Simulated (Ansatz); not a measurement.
# Alloy of Si and Ge (111 of 128 Si sites exchanged), 128 atoms

Wanted: the relaxed alloy cell and its gap (PBEsol, PBE, r²SCAN and HSE06).

Program: Ansatz 0.2.0, PAW, plane waves. These are calculated values, not measurements.

1 further run of the same task is left out (it didn't finish).

## (1) Starting point

128 atoms (111 Ge, 17 Si); a = 15.964 Å, b = 15.964 Å, c = 15.964 Å, α = 60.00°, β = 60.00°, γ = 60.00°. All atoms were shaken off their sites by about 0.02 Å along each axis.

The runs, in order: (2) PBEsol cell relaxation at the single k point (½, ½, ½), on 1 × NVIDIA GB300 Max-Q with 8 threads of Arm Neoverse-V2; (3) PBE single point at the Γ point alone, on 1 × NVIDIA GB300 Max-Q with 8 threads of Arm Neoverse-V2; (4) r²SCAN single point at the Γ point alone, on 1 × NVIDIA GB300 Max-Q with 8 threads of Arm Neoverse-V2; (5) HSE06 single point at the Γ point alone, on 1 × NVIDIA GB300 Max-Q with 8 threads of Arm Neoverse-V2.

## (2) Relaxing cell and atoms with PBEsol

Input file in.yaml:

```yaml
crystal:
  lattice:
    - [0.000000, 11.288056, 11.288056]
    - [11.288056, 0.000000, 11.288056]
    - [11.288056, 11.288056, 0.000000]
  atoms:
    - { symbol: Ge, position: [0.000755, 0.998344, 0.999628] }
    - { symbol: Ge, position: [0.499772, 0.998709, 0.000604] }
    - { symbol: Ge, position: [0.999194, 0.499916, 0.000575] }
    - { symbol: Ge, position: [0.501012, 0.500357, 0.997502] }
    - { symbol: Ge, position: [0.998699, 0.499817, 0.500445] }
    - { symbol: Ge, position: [0.250406, 0.749972, 0.248215] }
    - { symbol: Ge, position: [0.250942, 0.250212, 0.750083] }
    - { symbol: Ge, position: [0.500886, 0.498988, 0.500964] }
    - { symbol: Ge, position: [0.749797, 0.750754, 0.250871] }
    - { symbol: Ge, position: [0.751121, 0.251125, 0.748790] }
    - { symbol: Ge, position: [0.250282, 0.752155, 0.747020] }
    - { symbol: Ge, position: [0.750660, 0.748964, 0.748941] }
    - { symbol: Ge, position: [0.060790, 0.063420, 0.065170] }
    - { symbol: Ge, position: [0.562936, 0.060575, 0.062862] }
    - { symbol: Ge, position: [0.063653, 0.563834, 0.062635] }
    - { symbol: Ge, position: [0.065326, 0.060838, 0.563348] }
    - { symbol: Ge, position: [0.313910, 0.311122, 0.312501] }
    - { symbol: Ge, position: [0.561301, 0.562794, 0.062900] }
    - { symbol: Ge, position: [0.815466, 0.311072, 0.312004] }
    - { symbol: Ge, position: [0.067908, 0.561747, 0.561625] }
    - { symbol: Ge, position: [0.314661, 0.811720, 0.311048] }
    - { symbol: Ge, position: [0.309429, 0.312991, 0.812416] }
    - { symbol: Ge, position: [0.563135, 0.564389, 0.562759] }
    - { symbol: Ge, position: [0.812023, 0.810668, 0.313953] }
    - { symbol: Ge, position: [0.813318, 0.309874, 0.813524] }
    - { symbol: Ge, position: [0.313131, 0.812849, 0.811522] }
    - { symbol: Ge, position: [0.811619, 0.809725, 0.815475] }
    - { symbol: Ge, position: [0.250933, 0.251696, 0.997848] }
    - { symbol: Ge, position: [0.499207, 0.996590, 0.250660] }
    - { symbol: Ge, position: [0.750403, 0.249420, 0.001485] }
    - { symbol: Ge, position: [0.998742, 0.499240, 0.250565] }
    - { symbol: Ge, position: [0.248786, 0.748897, 0.001975] }
    - { symbol: Ge, position: [0.998864, 0.000675, 0.751493] }
    - { symbol: Ge, position: [0.250851, 0.252045, 0.496840] }
    - { symbol: Ge, position: [0.499072, 0.503389, 0.248310] }
    - { symbol: Ge, position: [0.749032, 0.753688, 0.999058] }
    - { symbol: Ge, position: [0.497810, 0.000679, 0.751189] }
    - { symbol: Ge, position: [0.749023, 0.251745, 0.500769] }
    - { symbol: Ge, position: [0.000609, 0.498149, 0.749649] }
    - { symbol: Ge, position: [0.248516, 0.750339, 0.501370] }
    - { symbol: Ge, position: [0.501191, 0.498581, 0.751366] }
    - { symbol: Ge, position: [0.748426, 0.751222, 0.499411] }
    - { symbol: Ge, position: [0.061579, 0.063409, 0.310970] }
    - { symbol: Ge, position: [0.562644, 0.062953, 0.313877] }
    - { symbol: Ge, position: [0.812965, 0.312645, 0.063078] }
    - { symbol: Ge, position: [0.061527, 0.566797, 0.311149] }
    - { symbol: Ge, position: [0.311434, 0.813399, 0.061103] }
    - { symbol: Ge, position: [0.060953, 0.065356, 0.810394] }
    - { symbol: Ge, position: [0.312616, 0.310197, 0.562975] }
    - { symbol: Ge, position: [0.810630, 0.812465, 0.064935] }
    - { symbol: Ge, position: [0.812642, 0.313128, 0.561417] }
    - { symbol: Ge, position: [0.062771, 0.560874, 0.811611] }
    - { symbol: Ge, position: [0.311626, 0.814524, 0.561067] }
    - { symbol: Ge, position: [0.564223, 0.561086, 0.810285] }
    - { symbol: Ge, position: [0.811347, 0.811658, 0.561806] }
    - { symbol: Ge, position: [0.997868, 0.250553, 0.001127] }
    - { symbol: Ge, position: [0.751284, 0.001945, 0.249678] }
    - { symbol: Ge, position: [0.000288, 0.750393, 0.999308] }
    - { symbol: Ge, position: [0.000337, 0.247360, 0.500194] }
    - { symbol: Ge, position: [0.500877, 0.748001, 0.001954] }
    - { symbol: Ge, position: [0.247963, 0.999582, 0.749738] }
    - { symbol: Ge, position: [0.500253, 0.248123, 0.500276] }
    - { symbol: Ge, position: [0.750101, 0.499831, 0.250493] }
    - { symbol: Ge, position: [0.750540, 0.000929, 0.746075] }
    - { symbol: Ge, position: [0.000244, 0.750049, 0.498664] }
    - { symbol: Ge, position: [0.249273, 0.499431, 0.752012] }
    - { symbol: Ge, position: [0.500556, 0.750163, 0.496572] }
    - { symbol: Ge, position: [0.748354, 0.503697, 0.749444] }
    - { symbol: Ge, position: [0.062980, 0.309751, 0.061996] }
    - { symbol: Ge, position: [0.562107, 0.313151, 0.062379] }
    - { symbol: Ge, position: [0.812385, 0.060242, 0.313121] }
    - { symbol: Ge, position: [0.063539, 0.811705, 0.061011] }
    - { symbol: Ge, position: [0.061752, 0.312953, 0.564349] }
    - { symbol: Ge, position: [0.314801, 0.562194, 0.310884] }
    - { symbol: Ge, position: [0.563032, 0.813110, 0.061440] }
    - { symbol: Ge, position: [0.311130, 0.062510, 0.812872] }
    - { symbol: Ge, position: [0.563797, 0.312439, 0.562850] }
    - { symbol: Ge, position: [0.812538, 0.562739, 0.313581] }
    - { symbol: Ge, position: [0.811291, 0.063864, 0.813606] }
    - { symbol: Ge, position: [0.063861, 0.811229, 0.561746] }
    - { symbol: Ge, position: [0.311799, 0.562136, 0.812645] }
    - { symbol: Ge, position: [0.559926, 0.812588, 0.561281] }
    - { symbol: Ge, position: [0.813066, 0.561821, 0.812863] }
    - { symbol: Ge, position: [0.251194, 0.001316, 0.000203] }
    - { symbol: Ge, position: [0.998775, 0.249311, 0.248674] }
    - { symbol: Ge, position: [0.249260, 0.499586, 0.000178] }
    - { symbol: Ge, position: [0.254272, 0.997041, 0.498277] }
    - { symbol: Ge, position: [0.500434, 0.249580, 0.250127] }
    - { symbol: Ge, position: [0.750960, 0.999556, 0.501087] }
    - { symbol: Ge, position: [0.000927, 0.750176, 0.248855] }
    - { symbol: Ge, position: [0.999990, 0.249415, 0.750184] }
    - { symbol: Ge, position: [0.250301, 0.501718, 0.498730] }
    - { symbol: Ge, position: [0.499956, 0.749488, 0.249511] }
    - { symbol: Ge, position: [0.496215, 0.250528, 0.752154] }
    - { symbol: Ge, position: [0.748002, 0.501458, 0.501175] }
    - { symbol: Ge, position: [0.500074, 0.748534, 0.750067] }
    - { symbol: Ge, position: [0.311741, 0.060682, 0.064803] }
    - { symbol: Ge, position: [0.814953, 0.061881, 0.064777] }
    - { symbol: Ge, position: [0.064549, 0.310619, 0.312815] }
    - { symbol: Ge, position: [0.312331, 0.562778, 0.063123] }
    - { symbol: Ge, position: [0.311577, 0.063868, 0.560535] }
    - { symbol: Ge, position: [0.562840, 0.312028, 0.313763] }
    - { symbol: Ge, position: [0.810641, 0.564201, 0.062366] }
    - { symbol: Ge, position: [0.812626, 0.062836, 0.560044] }
    - { symbol: Ge, position: [0.065276, 0.809601, 0.312384] }
    - { symbol: Ge, position: [0.062984, 0.313937, 0.811416] }
    - { symbol: Ge, position: [0.309712, 0.561537, 0.564095] }
    - { symbol: Ge, position: [0.563298, 0.813705, 0.312582] }
    - { symbol: Ge, position: [0.563245, 0.310333, 0.814027] }
    - { symbol: Ge, position: [0.813022, 0.562457, 0.562881] }
    - { symbol: Ge, position: [0.062168, 0.811547, 0.813746] }
    - { symbol: Si, position: [0.000048, 0.999530, 0.500665] }
    - { symbol: Si, position: [0.249911, 0.247707, 0.250780] }
    - { symbol: Si, position: [0.498858, 0.001199, 0.498551] }
    - { symbol: Si, position: [0.751476, 0.250163, 0.248326] }
    - { symbol: Si, position: [0.563783, 0.063191, 0.560423] }
    - { symbol: Si, position: [0.997250, 0.001211, 0.249984] }
    - { symbol: Si, position: [0.313569, 0.311592, 0.063639] }
    - { symbol: Si, position: [0.563492, 0.563158, 0.311844] }
    - { symbol: Si, position: [0.559122, 0.065216, 0.814360] }
    - { symbol: Si, position: [0.252187, 0.000473, 0.250343] }
    - { symbol: Si, position: [0.500537, 0.251325, 0.998725] }
    - { symbol: Si, position: [0.251677, 0.500942, 0.246044] }
    - { symbol: Si, position: [0.313141, 0.061729, 0.312487] }
    - { symbol: Si, position: [0.750685, 0.999776, 0.998365] }
    - { symbol: Si, position: [0.751119, 0.498536, 0.999820] }
    - { symbol: Si, position: [0.003663, 0.746796, 0.750222] }
    - { symbol: Si, position: [0.560658, 0.812409, 0.814728] }
kpoints:
  mp_grid: { grid: [1, 1, 1], shift: [0.5, 0.5, 0.5] }
hamiltonian:
  xc: pbesol
scf:
  occupations: { method: fermi_dirac, width: 0.01 }
relax:
  f_tol: 0.03
  max_steps: 80
  escape_saddle: false
  adjacent_minimum: "off"
  cell: { fix: [shape] }
output:
  forces: true
  eigenvalues: true
  populations: true
```

The run is started by

```
ansatz run in.yaml --threads 8 --pin off --max-ram 118750MiB --runs-dir r --events-out ev --progress --plain --backend cuda --devices 0,
```

After this run come: PBE on the final geometry; r²SCAN on the same atoms; HSE06 single point.

What does the calculation give? Wanted: for each run, top filled to lowest empty.

**Answer**, as computed:

| level | time | k points | top filled to lowest empty (eV) |
| --- | --- | --- | --- |
| PBEsol, relaxation | 15 s (GPU) | (½, ½, ½) | 0.68 |
| PBE | 8.8 s (GPU) | Γ | 0.25 |
| r²SCAN | 15 s (GPU) | Γ | 0.53 |
| HSE06 | 3.7 min (GPU) | Γ | 0.95 |

```
     quantity                                                                         value
   relaxation                                              5 recorded steps, 1.37 eV gained
largest shift                                                                 0.10 Å (Ge98)
 relaxed cell  a = 15.942 Å, b = 15.942 Å, c = 15.942 Å, α = 60.00°, β = 60.00°, γ = 60.00°
   mean bonds                                       Ge–Ge 2.452, Ge–Si 2.411, Si–Si 2.374 Å
```

**What this shows.** The relaxation lowers the energy by 1.37 eV; the largest shift is 0.10 Å (Ge98), while the volume changes by -0.4 %. The mean lengths of the listed bonds run from Si–Si 2.37 Å to Ge–Ge 2.45 Å. At the same k points, PBE gives a spacing 0.70 eV smaller and r²SCAN gives a spacing 0.42 eV smaller than the 0.95 eV of HSE06. The relaxation ran on other k points, so part of any difference from the later rows can come from the mesh. Exact exchange costs time: HSE06 ran about 26 times as long as PBE on the same kind of device. No spin–orbit coupling is included; with elements this heavy it would shift the edges. With one k point the spacing samples only the states that fold onto it, so it can exceed the gap over the zone.
